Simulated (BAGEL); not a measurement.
**CH2BNO (SMILES BN=C=O): HF/3-21G (density fitting with qzvpp-jkfit)**

Aim: the vertical electron affinity of CH2BNO at HF/3-21G (density fitting with qzvpp-jkfit), from 2 runs. 

The results are computed with BAGEL 1.2.2.

### 1 The structure to begin with

CH2BNO: 6 atoms, total charge 0, spin state singlet. SMILES: `BN=C=O`. Geometry: relaxed at PBE0-D4/def2-TZVP.

Bond lengths: B1–N2 1.404 Å, N2–C3 1.196 Å, C3–O4 1.162 Å, B1–H5 1.195 Å, B1–H6 1.193 Å. Angles: B1–N2–C3 159.7°, N2–C3–O4 176.4°, N2–B1–H5 119.2°, N2–B1–H6 118.7°, H5–B1–H6 122.1°.

### 2 The energy at HF/3-21G (density fitting with qzvpp-jkfit)

Contents of calc.json:

```json
{ "bagel": [

{
  "title": "molecule",
  "basis": "3-21g",
  "df_basis": "qzvpp-jkfit",
  "angstrom": true,
  "geometry": [
    { "atom": "B", "xyz": [   -0.470000,    0.955400,   -0.144700 ] },
    { "atom": "N", "xyz": [    0.227000,   -0.197800,    0.250100 ] },
    { "atom": "C", "xyz": [    0.668900,   -1.308900,    0.214400 ] },
    { "atom": "O", "xyz": [    1.129200,   -2.375400,    0.245600 ] },
    { "atom": "H", "xyz": [   -1.048600,    0.958600,   -1.190700 ] },
    { "atom": "H", "xyz": [   -0.464500,    1.904100,    0.579200 ] }
  ]
},
{
  "title": "hf"
},
{
  "title": "print",
  "file": "orbitals.molden",
  "orbitals": true
}

]}
```

The run is started by

```console
$ BAGEL_NUM_THREADS=1 BAGEL calc.json > calc.out
```

The program printed:

```text
* using 1 threads per process

  ===============================================================
  ===============================================================

  *** Geometry ***

  { "atom" : "B", "xyz" : [     -0.888171,      1.805444,     -0.273443 ] },
  { "atom" : "N", "xyz" : [      0.428968,     -0.373788,      0.472621 ] },
  { "atom" : "C", "xyz" : [      1.264038,     -2.473463,      0.405157 ] },
  { "atom" : "O", "xyz" : [      2.133879,     -4.488855,      0.464117 ] },
  { "atom" : "H", "xyz" : [     -1.981567,      1.811491,     -2.250097 ] },
  { "atom" : "H", "xyz" : [     -0.877778,      3.598228,      1.094529 ] },

  Number of auxiliary basis functions:      340

  Since a DF basis is specified, we compute 2- and 3-index integrals:
    o Being stored without compression. Storage requirement is 0.004 GB

  Number of basis functions:       40
  Number of electrons      :       28

    * METHOD: MOLECULE                             0.06

  *** RHF ***

  === Nuclear Repulsion ===
    89.9409396578

      * DIIS with orbital gradients will be used.

  === RHF iteration (3-21g) ===
      0       -191.84686393          0.03229082           0.01
      1       -191.92739915          0.02112395           0.01
      2       -191.96924777          0.00266997           0.01
      3       -191.97006200          0.00171494           0.01
      4       -191.97041131          0.00019372           0.01
      5       -191.97042394          0.00007941           0.01
      6       -191.97042730          0.00004165           0.01
      7       -191.97042852          0.00001442           0.01
      8       -191.97042867          0.00000450           0.01
      9       -191.97042868          0.00000214           0.01
     10       -191.97042868          0.00000080           0.01
     11       -191.97042868          0.00000032           0.01
     12       -191.97042868          0.00000008           0.01
     13       -191.97042868          0.00000002           0.01
     14       -191.97042868          0.00000001           0.01
    * SCF iteration converged.

    * Permanent dipole moment:
           (    0.244474,    -0.389495,     0.149655) a.u.

    * METHOD: HF                                   0.19

    * METHOD: PRINT                                0.00

  ===============================================================
```

Wall time 0.38 s (1 thread of Arm Neoverse V2, shared host).

### 3 The doublet anion at the same level

Contents of hf.json:

```json
{ "bagel" : [

{
  "title" : "molecule",
  "basis" : "3-21g",
  "df_basis" : "qzvpp-jkfit",
  "angstrom" : true,
  "geometry" : [
    { "atom" : "B", "xyz" : [      -0.470000,       0.955400,      -0.144700 ] },
    { "atom" : "N", "xyz" : [       0.227000,      -0.197800,       0.250100 ] },
    { "atom" : "C", "xyz" : [       0.668900,      -1.308900,       0.214400 ] },
    { "atom" : "O", "xyz" : [       1.129200,      -2.375400,       0.245600 ] },
    { "atom" : "H", "xyz" : [      -1.048600,       0.958600,      -1.190700 ] },
    { "atom" : "H", "xyz" : [      -0.464500,       1.904100,       0.579200 ] }
  ]
},

{ "title" : "uhf", "charge" : -1, "nopen" : 1 },

{ "title" : "print", "file" : "orbitals.molden", "orbitals" : true }

]}
```

The run is started by

```console
$ BAGEL_NUM_THREADS=1 BAGEL hf.json > hf.out
```

The program printed:

```text
* using 1 threads per process

  ===============================================================
  ===============================================================

  *** Geometry ***

  { "atom" : "B", "xyz" : [     -0.888171,      1.805444,     -0.273443 ] },
  { "atom" : "N", "xyz" : [      0.428968,     -0.373788,      0.472621 ] },
  { "atom" : "C", "xyz" : [      1.264038,     -2.473463,      0.405157 ] },
  { "atom" : "O", "xyz" : [      2.133879,     -4.488855,      0.464117 ] },
  { "atom" : "H", "xyz" : [     -1.981567,      1.811491,     -2.250097 ] },
  { "atom" : "H", "xyz" : [     -0.877778,      3.598228,      1.094529 ] },

  Number of auxiliary basis functions:      340

  Since a DF basis is specified, we compute 2- and 3-index integrals:
    o Being stored without compression. Storage requirement is 0.004 GB

  Number of basis functions:       40
  Number of electrons      :       28

    * METHOD: MOLECULE                             0.06

  *** Open-shell HF ***

  === Nuclear Repulsion ===
    89.9409396578

      * DIIS with orbital gradients will be used.

  === UHF iteration (3-21g) ===
      0       -191.78236728          0.06560948           0.02
      1       -191.87779415          0.03943704           0.02
      2       -191.90404277          0.02464650           0.02
      3       -191.91978326          0.00158847           0.02
      4       -191.92045003          0.00102826           0.02
      5       -191.92076194          0.00022387           0.02
      6       -191.92098201          0.00015152           0.02
      7       -191.92107889          0.00014046           0.02
      8       -191.92123553          0.00006303           0.02
      9       -191.92125449          0.00003568           0.02
     10       -191.92125520          0.00001171           0.02
     11       -191.92125590          0.00000820           0.02
     12       -191.92125591          0.00000278           0.02
     13       -191.92125599          0.00000147           0.02
     14       -191.92125606          0.00000058           0.02
     15       -191.92125607          0.00000049           0.02
     16       -191.92125609          0.00000040           0.02
     17       -191.92125609          0.00000019           0.02
     18       -191.92125609          0.00000016           0.02
     19       -191.92125609          0.00000004           0.02
     20       -191.92125609          0.00000002           0.02
     21       -191.92125609          0.00000001           0.02
     22       -191.92125609          0.00000001           0.02
    * SCF iteration converged.

    * S^2 (UHF) is 0.8185

    * Permanent dipole moment:
           (   -0.721258,     1.421757,    -0.236573) a.u.

    * METHOD: UHF                                  0.46

    * METHOD: PRINT                                0.00

  ===============================================================
```

It took 0.64 s on 1 thread of Arm Neoverse V2, shared host.

### 4 Summary of results

At HF/3-21G (density fitting with qzvpp-jkfit):

| quantity | value |
| --- | --- |
| singlet CH2BNO: total energy | -191.97043 Eh |
| singlet CH2BNO: dipole moment | 1.23 D |
| singlet CH2BNO: HOMO energy | -11.34 eV |
| singlet CH2BNO: LUMO energy | 2.12 eV |
| singlet CH2BNO: HOMO–LUMO gap | 13.46 eV |
| doublet anion: total energy | -191.92126 Eh |
| doublet anion: ⟨S²⟩ | 0.819 |
| vertical electron affinity (to the doublet anion) | -1.338 eV |

The anion lies 1.34 eV (31 kcal/mol) above the neutral: the electron isn't bound at this level, and such a value depends on the basis. Without diffuse functions anions come out too high. Hartree–Fock misses the correlation that binds many anions.
